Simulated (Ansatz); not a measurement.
Working through vertical and adiabatic energies of changing the electron count of AlBrH, SMILES [AlH][Br]

Computed with Ansatz 0.2.0, Python API.

Typed at the interpreter:
```pycon
>>> import ansatz as az
>>> import numpy as np
>>> geometry_ang = [
...     ("Al", (-0.2833, -0.622, -0.231)),
...     ("Br", (1.6602, -0.0135, 0.9099)),
...     ("H", (-1.3879, 0.5707, -0.6922)),
... ]
>>> geometry = az.Crystal.molecule()
>>> for symbol, xyz in geometry_ang:
...     geometry = geometry.atom(symbol, xyz)
...
>>> calculation = (
...     geometry.calculation()
...     .basis(gaussian="def2-SVP")
...     .functional("r2SCAN", dispersion="d3bj")
...     .spin("collinear", total=1)
... )
>>> symbols = [site.symbol for site in geometry.cartesian_sites]
>>> start = np.array([site.position_ang for site in geometry.cartesian_sites], dtype=float)
>>> summary = calculation.relax(force_tolerance=0.01).run(threads=1, pin="off").report
DeckWarning: the engine holds no damping parameters fitted to this dispersion correction and functional, so the run takes those fitted to r2scan beside the three-body term, which d3bj leaves out (hamiltonian.dispersion, under Limitations)
>>> end = np.array(summary["positions_ang"])
>>> minimum = az.Crystal.molecule()
>>> for symbol, place in zip(symbols, end):
...     minimum = minimum.atom(symbol, place.tolist())
...
>>> ion = minimum.calculation().basis(gaussian="def2-SVP").functional("r2SCAN", dispersion="d3bj").charge(1)
>>> vertical = ion.run(threads=1, pin="off").report
>>> settled = ion.relax(force_tolerance=0.01, max_steps=80).run(threads=1, pin="off").report
>>> print(f"vertical ionisation energy   {vertical['free_energy_ev'] - summary['free_energy_ev']:.3f} eV")
vertical ionisation energy   8.315 eV
>>> print(f"adiabatic, no zero point     {settled['free_energy_ev'] - summary['free_energy_ev']:.3f} eV")
adiabatic, no zero point     7.448 eV
>>> print(f"relaxation energy of the ion {vertical['free_energy_ev'] - settled['free_energy_ev']:.3f} eV")
relaxation energy of the ion 0.867 eV
>>> ionised = np.array(settled["positions_ang"])
>>> print("final positions (A) and the move of each atom")
final positions (A) and the move of each atom
>>> for symbol, xyz, old in zip(symbols, ionised, end):
...     print(f"{symbol:2s} {xyz[0]:10.5f} {xyz[1]:10.5f} {xyz[2]:10.5f}   {np.linalg.norm(xyz - old):7.4f}")
...
Al   -0.17917    0.00698   -0.09729    0.6598
Br    1.70530   -0.29604    0.90027    0.3258
H    -1.53713    0.22426   -0.81628    0.4384
```

Notes:
- Warnings are shown shortened and without file and line.
- The energies are electronic: no zero-point or thermal terms, and the basis set is short of its limit. The product may relax into another structure. The relaxation finds the nearest minimum, so the adiabatic value is an upper bound.
- The species is open-shell (spin multiplicity 2).
- Only the spin states typed were run; another state of an ion can lie lower, by up to an eV or two.
- A dispersion term here runs with damping parameters fitted for another variant or functional.
- It ran for 34 s on 1 thread of Arm Neoverse V1, on a shared host, peak memory 0.23 GiB.
